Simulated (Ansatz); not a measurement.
# La3Hf2O3: the cost of one run

Computed with Ansatz 0.2.0 (DFT PBE, scalar-relativistic, plane waves, PAW, unless a step names another level, unless a step's input says otherwise).

4 further runs of the same task are left out: 3 that didn't finish, 1 set aside as unsound or not needed. Runs told in other sessions of the task aren't counted.

### 1 The system as given

Symmetry: R-3m, No. 166, trigonal system. The conventional cell has a = 6.840 Å, b = 6.840 Å, c = 12.396 Å, α = 90.00°, β = 90.00°, γ = 120.00°. Around La (site symmetry 2/m) lie 4 O at 2.86 Å. Hf (site symmetry 3m) is surrounded by 3 O at 2.08 Å. Around O (site symmetry 2/m) lie 2 Hf at 2.08 Å and 4 La at 2.86 Å.

As a file:

```
CELL_PARAMETERS angstrom
3.41987 1.97446 4.13212
-3.41987 1.97446 4.13212
0.00000 -3.94892 4.13212
ATOMIC_POSITIONS crystal
La 0.50000 0.50000 0.00000
La 0.00000 0.50000 0.50000
La 0.50000 0.00000 0.50000
Hf 0.11436 0.11436 0.11436
Hf 0.88564 0.88564 0.88564
O 0.00000 0.00000 0.50000
O 0.50000 0.00000 0.00000
O 0.00000 0.50000 0.00000
```

It came out lowest among 23 distinct ends of the trial cells. At a tolerance of 0.05 Å it has space group R-3m (No. 166).

### 2 Tight relaxation for the response runs, on the response runs' mesh and smearing

File input.yaml:

```yaml
crystal:
  lattice:
    - [3.4198671303, 1.9744612083, 4.1321202699]
    - [-3.4198671303, 1.9744612083, 4.1321202699]
    - [0.0, -3.9489224166, 4.1321202699]
  atoms:
    - { symbol: La, position: [0.5, 0.5, 0.0] }
    - { symbol: La, position: [0.0, 0.5, 0.5] }
    - { symbol: La, position: [0.5, 0.0, 0.5] }
    - { symbol: Hf, position: [0.1143584587, 0.1143584587, 0.1143584587] }
    - { symbol: Hf, position: [0.8856415413, 0.8856415413, 0.8856415413] }
    - { symbol: O, position: [0.0, 0.0, 0.5] }
    - { symbol: O, position: [0.5, 0.0, 0.0] }
    - { symbol: O, position: [0.0, 0.5, 0.0] }
basis:
  ecutwfc: 420
kpoints:
  mp_grid: { grid: [6, 6, 6] }
hamiltonian:
  xc: pbe
scf:
  occupations: { method: gaussian, width: 0.1 }
output:
  forces: true
  stress: true
  eigenvalues: true
relax:
  adjacent_minimum: "off"
  f_tol: 0.001
  max_steps: 60
  cell: { stress_tol: 0.01 }
```

Started as:

```console
> ansatz run input.yaml --threads 3 --pin off --max-ram 7680MiB --backend cpu --events-out ev --progress --plain --runs-dir out
```

**Question.** How long does this run take on 3 threads of Arm Neoverse V2, shared host, and how much memory does it need?

About 40 s, with a peak of 0.71 GiB.
